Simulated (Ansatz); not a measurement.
# H8SSiSn: the cost of one run

The runs use Ansatz 0.2.0, Gaussian basis; PBE0-D4, def2-SVP first, then def2-TZVP.

143 further runs of the same task are left out: 143 set aside as unsound or not needed. Runs told in other sessions of the task aren't counted.

### 1 The system as given

The guess: 11 atoms, charge 0, spin multiplicity 1.

Atoms are counted from 1 here; the program's logs count them from 0.

Bond lengths: Sn1–H3 1.757 Å, Sn1–H4 1.794 Å, Sn1–H5 1.764 Å, S2–H8 1.325 Å, H6–Si7 1.571 Å, Si7–H9 1.461 Å, Si7–H10 1.463 Å, Si7–H11 1.461 Å. Angles: H3–Sn1–H4 101.9°, H3–Sn1–H5 104.3°, H4–Sn1–H5 102.7°, H6–Si7–H9 100.4°, H6–Si7–H10 101.4°, H6–Si7–H11 126.4°, H9–Si7–H10 112.0°, H9–Si7–H11 108.1°, H10–Si7–H11 108.2°.

Coordinates:

```mol
H8SSiSn
  3D, bonds by distance, orders not assigned

 11  8  0  0  0  0  0  0  0  0999 V2000
   -0.9035   -0.4933   -1.2868 Sn  0  0
    1.6101    1.5529   -1.0437 S   0  0
   -0.2631   -1.0768   -2.8152 H   0  0
   -2.0559   -1.7959   -0.8469 H   0  0
   -1.9721    0.8339   -1.7413 H   0  0
    0.8683    0.4112    0.3727 H   0  0
    0.4867   -0.3776    1.6763 Si  0  0
    0.8693    2.6001   -0.7110 H   0  0
    1.7982   -0.8867    2.0702 H   0  0
    0.0355    0.7061    2.5489 H   0  0
   -0.4736   -1.4739    1.7768 H   0  0
  1  3  8  0
  1  4  8  0
  1  5  8  0
  2  8  8  0
  6  7  8  0
  7  9  8  0
  7 10  8  0
  7 11  8  0
M  END
```

Distances that are to change: Sn1–Si7 3.28 Å, S2–H6 1.96 Å, Sn1–S2 3.25 Å, H6–Si7 1.57 Å.

### 2 Relaxing the guess with the reacting distances held

Contents of hold/in.yaml:

```yaml
crystal:
  periodic: [false, false, false]
  atoms:
    - {symbol: Sn, position_ang: [-0.903500, -0.493300, -1.286800]}
    - {symbol: S, position_ang: [1.610100, 1.552900, -1.043700]}
    - {symbol: H, position_ang: [-0.263100, -1.076800, -2.815200]}
    - {symbol: H, position_ang: [-2.055900, -1.795900, -0.846900]}
    - {symbol: H, position_ang: [-1.972100, 0.833900, -1.741300]}
    - {symbol: H, position_ang: [0.868300, 0.411200, 0.372700]}
    - {symbol: Si, position_ang: [0.486700, -0.377600, 1.676300]}
    - {symbol: H, position_ang: [0.869300, 2.600100, -0.711000]}
    - {symbol: H, position_ang: [1.798200, -0.886700, 2.070200]}
    - {symbol: H, position_ang: [0.035500, 0.706100, 2.548900]}
    - {symbol: H, position_ang: [-0.473600, -1.473900, 1.776800]}
basis:
  gaussian: {orbitals: def2-SVP}
hamiltonian: {xc: pbe0, dispersion: d4}
relax: {f_tol: 0.04, max_steps: 150, escape_saddle: false, constraints: [{distance: [0, 6]}, {distance: [1, 5]}, {distance: [0, 1]}, {distance: [5, 6]}]}
```

Command:

```sh
> ansatz run in.yaml --threads 4 --pin off --events-out ev --progress --plain --max-ram 9574MiB
```

**Question.** How long does this run take on 4 threads of Intel Xeon at 2.50GHz, shared host, and how much memory does it need?

About 39 s, with a peak of 0.25 GiB.
